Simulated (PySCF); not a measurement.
# CrH6S6 (-3): ligand-field states

What do calculations give for the ligand-field states of CrH6S6 (-3)?

Computed with PySCF 2.14.0 and routines of our own; the level stands in each step. Atoms count from 0.

### 1 The starting structure

13 atoms, charge -3, states of the metal's open shell are computed; geometry from: model geometry, bond lengths from ionic radii.

### 2 Ligand-field states: state-averaged CASSCF in water

What the job is given:

```
{"job": {"kind": "lf", "basis": {"metal": "x2c-TZVPall", "ligand": "x2c-SVPall"}, "nevpt": true, "solvent": "water"}, "charge": -3, "metal": "Cr", "open_shell": "d3"}
Cr     0.000000     0.000000     0.000000
S      0.000000     0.000000     2.355000
H      1.320000     0.000000     2.605000
S      0.000000     0.000000    -2.355000
H     -1.320000     0.000000    -2.605000
S      2.355000     0.000000     0.000000
H      2.605000     1.320000     0.000000
S     -2.355000     0.000000     0.000000
H     -2.605000    -1.320000     0.000000
S      0.000000     2.355000     0.000000
H      0.000000     2.605000     1.320000
S     -0.000000    -2.355000     0.000000
H     -0.000000    -2.605000    -1.320000
```

Level: state-averaged CASSCF of the metal d shell, SC-NEVPT2 on the averaged canonical orbitals, state-interaction spin-orbit coupling.

Started as:

```console
$ OMP_NUM_THREADS=1 python lf_run.py task.json out
```

This one command runs all jobs of the session in turn.

The program printed:

```text
basis functions 186, electrons 129, active (3e, 5o)
stage 1: DIIS on the effective Fock matrix, level shift 0.30
cycle   1  E = -3441.9199894880  dE = -3.442e+03  max|g| = 1.311e+00
cycle   2  E = -3442.3592688896  dE = -4.393e-01  max|g| = 1.347e+00
cycle   3  E = -3443.8293787019  dE = -1.470e+00  max|g| = 9.571e-01
cycle   4  E = -3443.8266752962  dE =  2.703e-03  max|g| = 6.546e-01
cycle   5  E = -3444.0540138907  dE = -2.273e-01  max|g| = 4.315e-01
cycle   6  E = -3444.2349009397  dE = -1.809e-01  max|g| = 1.116e-01
cycle   7  E = -3444.2408178534  dE = -5.917e-03  max|g| = 9.209e-02
cycle   8  E = -3444.2395791174  dE =  1.239e-03  max|g| = 1.057e-01
cycle   9  E = -3444.1936130562  dE =  4.597e-02  max|g| = 2.341e-01
cycle  10  E = -3444.1020802039  dE =  9.153e-02  max|g| = 4.242e-01
cycle  11  E = -3443.4820237022  dE =  6.201e-01  max|g| = 1.142e+00
cycle  12  E = -3441.9344957314  dE =  1.548e+00  max|g| = 1.950e+00
cycle  13  E = -3440.2965310875  dE =  1.638e+00  max|g| = 1.822e+00
cycle  14  E = -3439.5216956289  dE =  7.748e-01  max|g| = 2.076e+00
cycle  15  E = -3439.4477713489  dE =  7.392e-02  max|g| = 2.131e+00
stage 2: quasi-Newton rotations from the point of smallest gradient
cycle  18  E = -3444.2542736180  dE = -1.346e-02  max|g| = 2.948e-02
cycle  19  E = -3444.2577504274  dE = -3.477e-03  max|g| = 8.319e-03
cycle  20  E = -3444.2579238531  dE = -1.734e-04  max|g| = 2.400e-03
cycle  21  E = -3444.2579408000  dE = -1.695e-05  max|g| = 3.826e-04
cycle  22  E = -3444.2579413106  dE = -5.106e-07  max|g| = 1.119e-04
cycle  23  E = -3444.2579413960  dE = -8.541e-08  max|g| = 3.710e-05
cycle  24  E = -3444.2579414028  dE = -6.728e-09  max|g| = 1.004e-05
cycle  25  E = -3444.2579414034  dE = -5.830e-10  max|g| = 2.978e-06
converged average energy = -3444.2579414034

 mult deg   label        CASSCF/cm-1   NEVPT2/cm-1
   4   1   4Ag                 0.0           0.0
   2   2   2Eg             18127.6       16216.0
   2   2   2Eg             19026.7       17062.2
   2   1   2Ag             19108.2       17139.9
   4   2   4Eg             16069.0       20835.2
   4   1   4Ag             16131.9       20890.6
   2   1   2Ag             26310.7       24367.0
   2   2   2Eg             26446.2       24551.4
   4   1   4Ag             24147.4       28502.1
   4   2   4Eg             24331.8       28662.2
   2   1   2Ag             30872.5       34047.8
   2   2   2Eg             32576.2       35586.4
   2   1   2Ag             32658.5       35675.3
   2   1   2Ag             34109.5       36894.3
   2   2   2Eg             34181.6       36969.5
   2   2   2Eg             36507.4       38451.0
   2   1   2Ag             39089.3       41421.4
   2   2   2Eg             39151.6       41471.1
   4   2   4Eg             38261.0       44036.5
   4   1   4Ag             38673.6       44415.6
   2   2   2Eg             46512.5       48046.6
   2   1   2Ag             46534.3       48066.6
   2   1   2Ag             49217.3       49561.7
   2   1   2Ag             51898.6       54538.0
   2   2   2Eg             52060.2       54673.7
   2   1   2Ag             49474.4       55123.3
   2   2   2Eg             49296.7       56307.8
   2   2   2Eg             57734.5       60370.5
   2   2   2Eg             58751.4       61906.3
   2   1   2Ag             58778.4       61935.5
   2   1   2Ag             76507.1       74822.3
   2   2   2Eg             76231.5       75073.2
   2   2   2Eg             76645.8       77401.9

spin-orbit levels / cm-1
      0.00  x2  4Ag 1.00
      0.14  x2  4Ag 1.00
  16194.97  x2  2Eg 0.99
  16200.35  x2  2Eg 0.99
  17024.39  x2  2Eg 0.99
  17061.12  x2  2Eg 0.73 2Ag 0.26
  17159.02  x2  2Ag 0.73 2Eg 0.27
  20751.52  x2  4Eg 0.81 4Ag 0.19
  20798.98  x2  4Eg 0.93 4Ag 0.07
  20822.63  x2  4Eg 0.64 4Ag 0.36
  20911.17  x2  4Eg 1.00
  20938.86  x2  4Ag 0.63 4Eg 0.36
  20946.36  x2  4Ag 0.74 4Eg 0.26
  24361.58  x2  2Ag 0.95 2Eg 0.04
  24518.18  x2  2Eg 0.99
  24603.52  x2  2Eg 0.95 2Ag 0.04
  28490.66  x2  4Ag 0.89 4Eg 0.11
  28501.50  x2  4Ag 0.89 4Eg 0.11
  28617.51  x2  4Eg 1.00
  28677.68  x2  4Eg 0.89 4Ag 0.11
  28713.44  x2  4Eg 0.95 4Ag 0.05
  28746.81  x2  4Eg 0.94 4Ag 0.06
  34064.99  x2  2Ag 1.00
  35573.65  x2  2Eg 0.96 2Ag 0.04
  35604.79  x2  2Eg 1.00
  35683.53  x2  2Ag 0.96 2Eg 0.04
  36787.23  x2  2Eg 0.51 2Ag 0.49
  37002.86  x2  2Ag 0.51 2Eg 0.49
  37053.94  x2  2Eg 1.00
  38458.00  x2  2Eg 1.00
```

Wall time 22 s (1 thread of Arm Neoverse V2, shared host); peak memory 0.52 GiB.

Warnings kept with the result: strongly covalent, metal-shell active space is small for this complex.

From this job:

```
             quantity     value
spin-orbit constant ζ  234 cm⁻¹
```

Powder susceptibility:

```
T (K)  χT (cm³ K/mol)  μ(eff)
    2           1.835    3.83
    5           1.836    3.83
   10           1.836    3.83
   20           1.837    3.83
   30           1.837    3.83
   50           1.839    3.83
   75           1.840    3.84
  100           1.842    3.84
  150           1.845    3.84
  200           1.848    3.84
  250           1.851    3.85
  300           1.854    3.85
```

### 3 Ligand-field states: state-averaged CASSCF (bond length × 0.92) in water

What the job is given:

```
{"job": {"kind": "lf", "basis": {"metal": "x2c-TZVPall", "ligand": "x2c-SVPall"}, "nevpt": true, "solvent": "water", "reuse": true}, "charge": -3, "metal": "Cr", "open_shell": "d3"}
Cr     0.000000     0.000000     0.000000
S      0.000000     0.000000     2.166600
H      1.320000     0.000000     2.416600
S      0.000000     0.000000    -2.166600
H     -1.320000     0.000000    -2.416600
S      2.166600     0.000000     0.000000
H      2.416600     1.320000     0.000000
S     -2.166600     0.000000     0.000000
H     -2.416600    -1.320000     0.000000
S      0.000000     2.166600     0.000000
H      0.000000     2.416600     1.320000
S     -0.000000    -2.166600     0.000000
H     -0.000000    -2.416600    -1.320000
```

Method: state-averaged CASSCF of the metal d shell, SC-NEVPT2 on the averaged canonical orbitals, state-interaction spin-orbit coupling.

The program printed:

```text
basis functions 186, electrons 129, active (3e, 5o)
start from the orbitals of the previous structure
stage 1: DIIS on the effective Fock matrix, level shift 0.30
cycle   1  E = -3436.8669972079  dE = -3.437e+03  max|g| = 5.110e+00
cycle   2  E = -3440.3717231419  dE = -3.505e+00  max|g| = 1.817e+00
cycle   3  E = -3439.8442636083  dE =  5.275e-01  max|g| = 2.192e+00
cycle   4  E = -3443.6839564568  dE = -3.840e+00  max|g| = 4.020e-01
cycle   5  E = -3444.0141263897  dE = -3.302e-01  max|g| = 1.480e-01
cycle   6  E = -3444.0463036940  dE = -3.218e-02  max|g| = 6.188e-02
cycle   7  E = -3444.0561623081  dE = -9.859e-03  max|g| = 3.261e-02
cycle   8  E = -3444.0591001865  dE = -2.938e-03  max|g| = 1.737e-02
cycle   9  E = -3444.0598886082  dE = -7.884e-04  max|g| = 8.399e-03
cycle  10  E = -3444.0598471388  dE =  4.147e-05  max|g| = 1.887e-02
cycle  11  E = -3444.0598888333  dE = -4.169e-05  max|g| = 2.038e-02
cycle  12  E = -3444.0599033815  dE = -1.455e-05  max|g| = 2.069e-02
cycle  13  E = -3444.0599049328  dE = -1.551e-06  max|g| = 2.108e-02
cycle  14  E = -3444.0598615909  dE =  4.334e-05  max|g| = 2.304e-02
cycle  15  E = -3444.0597971150  dE =  6.448e-05  max|g| = 2.532e-02
cycle  16  E = -3444.0596387930  dE =  1.583e-04  max|g| = 2.981e-02
cycle  17  E = -3444.0589793100  dE =  6.595e-04  max|g| = 4.277e-02
cycle  18  E = -3444.0570756994  dE =  1.904e-03  max|g| = 6.633e-02
cycle  19  E = -3444.0519226027  dE =  5.153e-03  max|g| = 1.054e-01
stage 2: quasi-Newton rotations from the point of smallest gradient
cycle  21  E = -3444.0600379921  dE = -1.494e-04  max|g| = 1.135e-02
cycle  22  E = -3444.0601625869  dE = -1.246e-04  max|g| = 1.333e-03
cycle  23  E = -3444.0601670955  dE = -4.509e-06  max|g| = 2.636e-04
cycle  24  E = -3444.0601674525  dE = -3.570e-07  max|g| = 6.901e-05
cycle  25  E = -3444.0601674958  dE = -4.328e-08  max|g| = 2.728e-05
cycle  26  E = -3444.0601675002  dE = -4.409e-09  max|g| = 9.572e-06
converged average energy = -3444.0601675002

 mult deg   label        CASSCF/cm-1   NEVPT2/cm-1
   4   1   4Ag                 0.0           0.0
   2   2   2Eg             16944.8       14749.9
   2   2   2Eg             17778.8       15431.7
   2   1   2Ag             17846.0       15490.4
   2   1   2Ag             26159.8       22931.5
   2   2   2Eg             26235.3       23040.5
   4   2   4Eg             23881.4       29786.2
   4   1   4Ag             23933.4       29827.3
   4   2   4Eg             32465.9       36738.7
   4   1   4Ag             32397.6       36738.8
   2   1   2Ag             37363.0       41654.9
   2   2   2Eg             38703.1       42825.0
   2   1   2Ag             38749.3       42874.8
   2   1   2Ag             40211.6       44036.4
   2   2   2Eg             40267.6       44088.3
   2   2   2Eg             42487.0       45483.8
   2   2   2Eg             45236.4       48080.3
   2   1   2Ag             45219.2       48081.7
   2   1   2Ag             52045.3       51887.8
   2   2   2Eg             52112.4       51956.3
   2   1   2Ag             54038.8       53957.5
   4   2   4Eg             52303.8       61183.0
   4   1   4Ag             52594.9       61374.6
   2   2   2Eg             65733.1       64195.5
   2   1   2Ag             64096.9       71486.9
   2   2   2Eg             64166.8       71509.3
   2   2   2Eg             63149.2       72017.1
   2   1   2Ag             63270.8       72130.7
   2   2   2Eg             70783.9       76443.9
   2   1   2Ag             70800.0       76447.8
   2   2   2Eg             86430.7       87080.7
   2   1   2Ag             86549.6       87149.9
   2   2   2Eg             93417.5      101747.1

spin-orbit levels / cm-1
      0.00  x2  4Ag 1.00
      0.09  x2  4Ag 1.00
  14742.12  x2  2Eg 1.00
  14747.31  x2  2Eg 1.00
  15409.85  x2  2Eg 1.00
  15433.48  x2  2Eg 0.77 2Ag 0.23
  15504.52  x2  2Ag 0.77 2Eg 0.23
  22921.98  x2  2Ag 0.91 2Eg 0.09
  23004.41  x2  2Eg 1.00
  23107.14  x2  2Eg 0.91 2Ag 0.09
  29707.92  x2  4Eg 0.79 4Ag 0.21
  29755.43  x2  4Eg 0.94 4Ag 0.06
  29773.88  x2  4Eg 0.62 4Ag 0.38
  29846.64  x2  4Eg 1.00
  29864.78  x2  4Ag 0.62 4Eg 0.38
  29873.40  x2  4Ag 0.73 4Eg 0.27
  36736.33  x2  4Ag 0.53 4Eg 0.47
  36739.07  x2  4Eg 0.60 4Ag 0.40
  36740.72  x2  4Eg 0.97 4Ag 0.03
  36752.02  x2  4Eg 0.92 4Ag 0.08
  36754.27  x2  4Eg 0.65 4Ag 0.35
  36755.46  x2  4Ag 0.60 4Eg 0.40
  41665.86  x2  2Ag 1.00
  42801.34  x2  2Eg 0.90 2Ag 0.10
  42842.88  x2  2Eg 1.00
  42883.83  x2  2Ag 0.90 2Eg 0.10
  43942.80  x2  2Eg 0.54 2Ag 0.46
  44125.27  x2  2Ag 0.54 2Eg 0.46
  44161.06  x2  2Eg 1.00
  45493.13  x2  2Eg 1.00
```

Wall time 19 s (1 thread of Arm Neoverse V2, shared host); peak memory 0.61 GiB.

Warnings kept with the result: strongly covalent, metal-shell active space is small for this complex.

In short:

```
             quantity     value
spin-orbit constant ζ  217 cm⁻¹
```

Powder susceptibility:

```
T (K)  χT (cm³ K/mol)  μ(eff)
    2           1.855    3.85
   20           1.855    3.85
  100           1.858    3.85
  300           1.865    3.86
```

### 4 Ligand-field states: state-averaged CASSCF (bond length × 0.95) in water

What the job is given:

```
{"job": {"kind": "lf", "basis": {"metal": "x2c-TZVPall", "ligand": "x2c-SVPall"}, "nevpt": true, "solvent": "water", "reuse": true}, "charge": -3, "metal": "Cr", "open_shell": "d3"}
Cr     0.000000     0.000000     0.000000
S      0.000000     0.000000     2.237200
H      1.320000     0.000000     2.487200
S      0.000000     0.000000    -2.237200
H     -1.320000     0.000000    -2.487200
S      2.237200     0.000000     0.000000
H      2.487200     1.320000     0.000000
S     -2.237200     0.000000     0.000000
H     -2.487200    -1.320000     0.000000
S      0.000000     2.237200     0.000000
H      0.000000     2.487200     1.320000
S     -0.000000    -2.237200     0.000000
H     -0.000000    -2.487200    -1.320000
```

With the program's defaults for keys left out, this is: state-averaged CASSCF of the metal d shell, SC-NEVPT2 on the averaged canonical orbitals, state-interaction spin-orbit coupling.

The program printed:

```text
basis functions 186, electrons 129, active (3e, 5o)
start from the orbitals of the previous structure
stage 1: DIIS on the effective Fock matrix, level shift 0.30
cycle   1  E = -3442.6180994811  dE = -3.443e+03  max|g| = 2.893e+00
cycle   2  E = -3444.0787319184  dE = -1.461e+00  max|g| = 2.843e-01
cycle   3  E = -3444.1439059302  dE = -6.517e-02  max|g| = 6.938e-02
cycle   4  E = -3444.1509424372  dE = -7.037e-03  max|g| = 3.142e-02
cycle   5  E = -3444.1529615774  dE = -2.019e-03  max|g| = 3.101e-02
cycle   6  E = -3444.1455715005  dE =  7.390e-03  max|g| = 8.559e-02
cycle   7  E = -3444.1210844345  dE =  2.449e-02  max|g| = 1.658e-01
cycle   8  E = -3444.0433503188  dE =  7.773e-02  max|g| = 3.406e-01
cycle   9  E = -3443.7918909930  dE =  2.515e-01  max|g| = 7.251e-01
cycle  10  E = -3443.0196192863  dE =  7.723e-01  max|g| = 1.406e+00
cycle  11  E = -3441.6946540819  dE =  1.325e+00  max|g| = 1.874e+00
cycle  12  E = -3440.5047831045  dE =  1.190e+00  max|g| = 1.606e+00
cycle  13  E = -3439.8201382596  dE =  6.846e-01  max|g| = 1.724e+00
cycle  14  E = -3439.6776148087  dE =  1.425e-01  max|g| = 1.951e+00
cycle  15  E = -3439.7196406935  dE = -4.203e-02  max|g| = 1.959e+00
stage 2: quasi-Newton rotations from the point of smallest gradient
cycle  17  E = -3444.1530913484  dE = -1.298e-04  max|g| = 4.577e-02
cycle  18  E = -3444.1548860587  dE = -1.795e-03  max|g| = 2.397e-03
cycle  19  E = -3444.1549082336  dE = -2.217e-05  max|g| = 6.407e-04
cycle  20  E = -3444.1549101564  dE = -1.923e-06  max|g| = 1.225e-04
cycle  21  E = -3444.1549102413  dE = -8.495e-08  max|g| = 3.752e-05
cycle  22  E = -3444.1549102547  dE = -1.341e-08  max|g| = 1.942e-05
cycle  23  E = -3444.1549102563  dE = -1.597e-09  max|g| = 5.629e-06
converged average energy = -3444.1549102563

 mult deg   label        CASSCF/cm-1   NEVPT2/cm-1
   4   1   4Ag                 0.0           0.0
   2   2   2Eg             17505.5       15428.3
   2   2   2Eg             18364.8       16172.6
   2   1   2Ag             18437.4       16237.0
   2   1   2Ag             26409.6       23721.5
   2   2   2Eg             26510.7       23858.7
   4   2   4Eg             20546.0       26007.3
   4   1   4Ag             20603.5       26056.0
   4   1   4Ag             29037.1       33337.3
   4   2   4Eg             29155.8       33393.2
   2   1   2Ag             34613.6       38468.6
   2   2   2Eg             36126.3       39834.7
   2   1   2Ag             36185.9       39898.7
   2   1   2Ag             37641.7       41064.7
   2   2   2Eg             37703.8       41124.9
   2   2   2Eg             39965.8       42550.0
   2   1   2Ag             42729.6       45376.4
   2   2   2Eg             42766.9       45394.9
   2   1   2Ag             50088.9       49971.3
   2   2   2Eg             50119.6       50026.0
   2   1   2Ag             52051.6       51608.2
   4   2   4Eg             46162.3       53918.2
   4   1   4Ag             46506.7       54180.8
   2   2   2Eg             63082.2       62843.5
   2   1   2Ag             58559.8       64691.8
   2   2   2Eg             58663.5       64743.3
   2   2   2Eg             57252.8       65433.9
   2   1   2Ag             57379.5       65553.0
   2   2   2Eg             65600.4       70321.8
   2   1   2Ag             65622.8       70334.0
   2   2   2Eg             82079.0       81869.8
   2   1   2Ag             82240.6       81987.0
   2   2   2Eg             85553.1       91541.1

spin-orbit levels / cm-1
      0.00  x2  4Ag 1.00
      0.11  x2  4Ag 1.00
  15417.88  x2  2Eg 1.00
  15423.00  x2  2Eg 1.00
  16145.61  x2  2Eg 1.00
  16174.01  x2  2Eg 0.74 2Ag 0.25
  16254.48  x2  2Ag 0.74 2Eg 0.25
  23706.71  x2  2Ag 0.92 2Eg 0.08
  23814.80  x2  2Eg 0.99
  23922.31  x2  2Eg 0.92 2Ag 0.08
  25930.23  x2  4Eg 0.80 4Ag 0.20
  25981.41  x2  4Eg 0.94 4Ag 0.06
  26002.47  x2  4Eg 0.66 4Ag 0.34
  26071.82  x2  4Eg 1.00
  26095.00  x2  4Ag 0.66 4Eg 0.34
  26103.85  x2  4Ag 0.75 4Eg 0.25
  33331.98  x2  4Ag 0.87 4Eg 0.13
  33339.42  x2  4Ag 0.85 4Eg 0.15
  33377.91  x2  4Eg 1.00
  33406.18  x2  4Eg 0.85 4Ag 0.15
  33419.41  x2  4Eg 0.93 4Ag 0.06
  33429.57  x2  4Eg 0.93 4Ag 0.07
  38481.81  x2  2Ag 1.00
  39813.44  x2  2Eg 0.93 2Ag 0.07
  39853.70  x2  2Eg 1.00
  39907.64  x2  2Ag 0.93 2Eg 0.07
  40966.17  x2  2Eg 0.53 2Ag 0.47
  41161.44  x2  2Ag 0.53 2Eg 0.47
  41202.63  x2  2Eg 1.00
  42558.98  x2  2Eg 1.00
```

It took 18 s on 1 thread of Arm Neoverse V2, shared host; peak memory 0.58 GiB.

Warnings kept with the result: strongly covalent, metal-shell active space is small for this complex.

Key values:

```
             quantity     value
spin-orbit constant ζ  224 cm⁻¹
```

Powder susceptibility:

```
T (K)  χT (cm³ K/mol)  μ(eff)
    2           1.848    3.84
   20           1.849    3.85
  100           1.853    3.85
  300           1.861    3.86
```

[end of part 1 of 3]
